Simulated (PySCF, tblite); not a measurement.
**C6H10OS: a rotation path, then NMR shifts on frames, part 1 of 2**

Aim: move C6H10OS (`C=C[C@@H]1CS[C@@H]1OC`) away from its starting geometry and see how NMR shifts follow the geometry.

Programs: tblite 0.8.0 and PySCF 2.14.0, with density-fitted response routines of our own. Each step states its level of theory. These are calculated values for one molecule in the gas phase, unless marked as measured. Atoms count from 0, in the outputs and in this text.

## (1) Starting geometry

18 atoms, charge 0, multiplicity 1; geometry from: GFN2-xTB.

Bonds of the start (Å): C0–C1 1.32, C1–C2 1.49, C2–C3 1.54, C3–S4 1.83, S4–C5 1.86, C5–O6 1.37, O6–C7 1.41, C5–C2 1.54, C0–H8 1.08, C0–H9 1.08, C1–H10 1.08, C2–H11 1.09, C3–H12 1.09, C3–H13 1.09, C5–H14 1.10, C7–H15 1.09, C7–H16 1.10, C7–H17 1.10.

## (2) The rotation path with GFN2-xTB

What the job is given:

```
{"job": {"kind": "neb", "xc": "GFN2-xTB", "basis": "xTB", "atoms": [2, 5, 6, 7], "turn": 120}, "charge": 0, "multiplicity": 1}
C     -2.331915     1.390680     0.906026
C     -1.368885     0.490149     0.846833
C     -0.846520    -0.086184    -0.426143
C     -0.938663    -1.615328    -0.529254
S      0.764174    -1.780759    -1.172645
C      0.686056    -0.014002    -0.591249
O      1.344903     0.203718     0.594707
C      2.747859     0.201770     0.472239
H     -2.806771     1.776265     0.018152
H     -2.689374     1.779561     1.843818
H     -0.896442     0.117524     1.744209
H     -1.329662     0.388740    -1.283405
H     -1.024913    -2.109175     0.436772
H     -1.686137    -1.998803    -1.218651
H      1.041296     0.659232    -1.383291
H      3.145023     0.349964     1.473473
H      3.084840     1.009212    -0.187881
H      3.096371    -0.756247     0.069873
```

With the program's defaults for keys left out, this is: GFN2-xTB climbing-image nudged elastic band, gas phase.

On the command line:

```console
$ OMP_NUM_THREADS=1 python probes_run.py task.json out
```

This one command runs all jobs of the session in turn.

The log of the run:

```text
image   E - E0 / eV
  0       0.0000
  1       0.0143
  2       0.0434
  3       0.0791
  4       0.1136
  5       0.1390
  6       0.1501
  7       0.1491
  8       0.1430
```

It took 11 s on 1 thread, shared host.

The final band, with the dihedral C2–C5–O6–C7:

```csv
image,dihedral (°),energy (eV),energy (kcal/mol)
0,177,0.000,0.0
1,188,0.014,0.3
2,198,0.043,1.0
3,209,0.079,1.8
4,220,0.114,2.6
5,232,0.139,3.2
6,243,0.150,3.5
7,255,0.149,3.4
8,263,0.143,3.3
```

## (3) Nuclear shieldings: image 0, PBE0/pcSseg-1

What the job is given:

```
{"job": {"kind": "nmr", "xc": "PBE0", "basis": "pcSseg-1", "pop": false}, "charge": 0, "multiplicity": 1}
C     -2.331900     1.390700     0.906000
C     -1.368900     0.490100     0.846800
C     -0.846500    -0.086200    -0.426100
C     -0.938700    -1.615300    -0.529300
S      0.764200    -1.780800    -1.172600
C      0.686100    -0.014000    -0.591200
O      1.344900     0.203700     0.594700
C      2.747900     0.201800     0.472200
H     -2.806800     1.776300     0.018200
H     -2.689400     1.779600     1.843800
H     -0.896400     0.117500     1.744200
H     -1.329700     0.388700    -1.283400
H     -1.024900    -2.109200     0.436800
H     -1.686100    -1.998800    -1.218700
H      1.041300     0.659200    -1.383300
H      3.145000     0.350000     1.473500
H      3.084800     1.009200    -0.187900
H      3.096400    -0.756200     0.069900
```

Method: GIAO PBE0/pcSseg-1 NMR shielding, non-relativistic, gas phase.

The log of the run:

```text
coarse grid: 15432 points
cycle   1  E = -707.3265341492  dE =  1.089e+00  |g| = 5.625e-01  |ddm| = 3.832e+00
cycle   2  E = -707.2784748750  dE =  4.806e-02  |g| = 7.810e-01  |ddm| = 1.115e+00
cycle   3  E = -707.3909977666  dE = -1.125e-01  |g| = 9.588e-02  |ddm| = 7.034e-01
cycle   4  E = -707.3927266836  dE = -1.729e-03  |g| = 3.308e-02  |ddm| = 1.204e-01
cycle   5  E = -707.3929501748  dE = -2.235e-04  |g| = 1.122e-02  |ddm| = 3.854e-02
cycle   6  E = -707.3929772935  dE = -2.712e-05  |g| = 4.083e-03  |ddm| = 1.458e-02
cycle   7  E = -707.3929812789  dE = -3.985e-06  |g| = 1.044e-03  |ddm| = 5.264e-03
final grid: 143928 points
cycle   8  E = -707.4546479583  dE = -3.276e-05  |g| = 1.268e-02  |ddm| = 3.603e-02
cycle   9  E = -707.4546147588  dE =  3.320e-05  |g| = 1.776e-02  |ddm| = 2.545e-02
cycle  10  E = -707.4546821088  dE = -6.735e-05  |g| = 1.791e-03  |ddm| = 1.636e-02
cycle  11  E = -707.4546828889  dE = -7.801e-07  |g| = 2.851e-04  |ddm| = 1.659e-03
cycle  12  E = -707.4546829043  dE = -1.537e-08  |g| = 1.486e-04  |ddm| = 3.662e-04
cycle  13  E = -707.4546829091  dE = -4.852e-09  |g| = 3.128e-05  |ddm| = 1.648e-04
cycle  14  E = -707.4546829094  dE = -2.594e-10  |g| = 1.018e-05  |ddm| = 6.045e-05
converged SCF energy = -707.4546829094

GIAO shielding tensors (ppm)
atom      isotropic    diamagn.    paramagn.     s11        s22        s33       span
  0 C       65.568     253.143    -187.574    -42.012     80.820    157.897    199.908
  1 C       39.470     253.269    -213.799    -86.301     47.084    157.627    243.929
  2 C      134.536     248.111    -113.575    111.023    139.738    152.847     41.824
  3 C      153.377     251.356     -97.979    139.088    141.500    179.543     40.455
  4 S      473.817    1056.382    -582.565    202.375    419.699    799.375    597.000
  5 C       93.084     245.881    -152.797     58.487     93.541    127.223     68.735
  6 O      272.313     399.851    -127.538    217.961    274.183    324.794    106.833
  7 C      130.698     243.406    -112.708     96.608    112.222    183.263     86.656
  8 H       26.527      31.021      -4.494     23.170     25.555     30.858      7.688
  9 H       26.551      28.854      -2.303     23.774     25.175     30.704      6.930
 10 H       25.057      31.839      -6.782     21.661     23.625     29.886      8.225
 11 H       27.961      33.047      -5.086     25.693     27.095     31.095      5.402
 12 H       28.383      30.669      -2.287     25.278     26.649     33.221      7.943
 13 H       28.607      30.235      -1.629     25.098     26.266     34.456      9.358
 14 H       26.662      32.119      -5.458     21.749     27.796     30.441      8.693
 15 H       27.998      28.248      -0.249     23.629     25.865     34.501     10.871
 16 H       28.899      28.523       0.376     24.994     26.002     35.700     10.706
 17 H       28.064      28.721      -0.657     23.701     27.027     33.463      9.762
```

Run time: 75 s. Hardware: 1 thread, shared host.

The references, computed at this level on geometries of the same kind, shield at (ppm): ¹H TMS 31.72, ¹³C TMS 186.9, ¹⁷O H2O 336.1, ³³S CS2 504. Their shielding less the atom's gives the shift. The references are single molecules in the gas phase, so shifts against H2O, NH3, PH3, H3PO4 or CFCl3 are not on the usual liquid scales and can be off by tens of ppm. Each atom is listed at this fixed geometry, with no averaging over motion; a spectrum would average atoms that exchange fast.

```csv
atoms,environment,σ (ppm),δ (ppm)
C1,alkene CH,39.5,147.5
C0,terminal =CH2 carbon,65.6,121.4
C5,sp3 CH bonded to O and S,93.1,93.8
C7,methyl carbon bonded to O,130.7,56.2
C2,allylic sp3 CH,134.5,52.4
C3,sp3 CH2 bonded to S,153.4,33.5
H10,hydrogen on an alkene CH,25.06,6.66
H8,hydrogen on a terminal =CH2 carbon,26.53,5.19
H9,hydrogen on a terminal =CH2 carbon,26.55,5.17
H14,hydrogen on an sp3 CH bonded to O and S,26.66,5.06
H11,hydrogen on an allylic sp3 CH,27.96,3.76
H15,hydrogen on a methyl carbon bonded to O,28.00,3.72
H17,hydrogen on a methyl carbon bonded to O,28.06,3.65
H12,hydrogen on an sp3 CH2 bonded to S,28.38,3.33
H13,hydrogen on an sp3 CH2 bonded to S,28.61,3.11
H16,hydrogen on a methyl carbon bonded to O,28.90,2.82
S4,sulfide sulfur,474,30
O6,ether oxygen,272.3,63.8
```

Ring of atoms C2, C3, S4, C5: NICS(0) -1.1, NICS(1) 0.2, NICS(1)zz 6.9 ppm (means of both faces).

## (4) Nuclear shieldings: image 3, PBE0/pcSseg-1

What the job is given:

```
{"job": {"kind": "nmr", "xc": "PBE0", "basis": "pcSseg-1", "pop": false}, "charge": 0, "multiplicity": 1}
C     -2.113300     1.470500     0.895500
C     -1.295400     0.435900     0.838100
C     -0.829600    -0.183900    -0.435800
C     -1.089400    -1.690300    -0.572000
S      0.596400    -2.024800    -1.196900
C      0.706000    -0.275300    -0.575500
O      1.378300    -0.143300     0.621000
C      2.672400     0.399000     0.509900
H     -2.510300     1.932200     0.005600
H     -2.427600     1.894600     1.833400
H     -0.896100    -0.012100     1.736600
H     -1.235600     0.359100    -1.293000
H     -1.244100    -2.189000     0.382900
H     -1.866600    -1.972000    -1.277900
H      1.131600     0.374900    -1.346600
H      3.085300     0.421000     1.515900
H      2.618700     1.418900     0.111100
H      3.310600    -0.209100    -0.138800
```

With the program's defaults for keys left out, this is: GIAO PBE0/pcSseg-1 NMR shielding, non-relativistic, gas phase.

The log of the run:

```text
coarse grid: 15432 points
cycle   1  E = -707.3213401602  dE =  1.083e+00  |g| = 5.678e-01  |ddm| = 3.835e+00
cycle   2  E = -707.2731291782  dE =  4.821e-02  |g| = 7.862e-01  |ddm| = 1.147e+00
cycle   3  E = -707.3872231195  dE = -1.141e-01  |g| = 9.521e-02  |ddm| = 7.135e-01
cycle   4  E = -707.3889314397  dE = -1.708e-03  |g| = 3.208e-02  |ddm| = 1.153e-01
cycle   5  E = -707.3891448247  dE = -2.134e-04  |g| = 1.008e-02  |ddm| = 3.648e-02
cycle   6  E = -707.3891657811  dE = -2.096e-05  |g| = 4.067e-03  |ddm| = 1.336e-02
cycle   7  E = -707.3891697423  dE = -3.961e-06  |g| = 9.957e-04  |ddm| = 5.308e-03
final grid: 143928 points
cycle   8  E = -707.4513631156  dE = -3.278e-05  |g| = 1.289e-02  |ddm| = 3.649e-02
cycle   9  E = -707.4513274821  dE =  3.563e-05  |g| = 1.820e-02  |ddm| = 2.654e-02
cycle  10  E = -707.4513984785  dE = -7.100e-05  |g| = 1.807e-03  |ddm| = 1.731e-02
cycle  11  E = -707.4513992686  dE = -7.901e-07  |g| = 3.042e-04  |ddm| = 1.706e-03
cycle  12  E = -707.4513992869  dE = -1.833e-08  |g| = 1.499e-04  |ddm| = 3.922e-04
cycle  13  E = -707.4513992919  dE = -4.966e-09  |g| = 3.332e-05  |ddm| = 1.690e-04
cycle  14  E = -707.4513992922  dE = -2.892e-10  |g| = 1.033e-05  |ddm| = 6.354e-05
converged SCF energy = -707.4513992922

GIAO shielding tensors (ppm)
atom      isotropic    diamagn.    paramagn.     s11        s22        s33       span
  0 C       65.771     253.494    -187.723    -41.359     80.948    157.722    199.081
  1 C       38.951     253.570    -214.619    -86.904     46.103    157.653    244.557
  2 C      132.153     248.151    -115.998    104.201    139.635    152.622     48.421
  3 C      153.685     251.564     -97.879    138.919    142.482    179.653     40.734
  4 S      442.247    1055.859    -613.611    149.020    383.081    794.642    645.622
  5 C       92.502     245.529    -153.027     57.099     89.747    130.659     73.561
  6 O      281.690     398.959    -117.269    232.398    289.441    323.232     90.834
  7 C      127.215     243.432    -116.216     90.598    107.701    183.348     92.750
  8 H       26.560      31.264      -4.704     23.197     25.643     30.840      7.643
  9 H       26.571      29.088      -2.517     23.787     25.238     30.687      6.900
 10 H       25.071      32.021      -6.950     21.688     24.010     29.516      7.828
 11 H       27.926      33.179      -5.253     25.976     26.936     30.864      4.888
 12 H       28.337      30.619      -2.281     25.416     26.638     32.958      7.542
 13 H       28.722      30.062      -1.340     25.320     26.337     34.510      9.190
 14 H       26.939      32.516      -5.577     22.506     28.690     29.622      7.116
 15 H       27.974      28.247      -0.273     23.808     25.584     34.530     10.722
 16 H       28.554      29.358      -0.804     24.239     26.425     34.997     10.758
 17 H       28.297      28.242       0.055     24.078     26.005     34.809     10.731
```

Wall time 74 s (1 thread, shared host).

In short: δ C1 148.0, C0 121.2, C5 94.4, C7 59.7, H10 6.65, H8 5.16 ppm.

(Continued in part 2 of 2.)
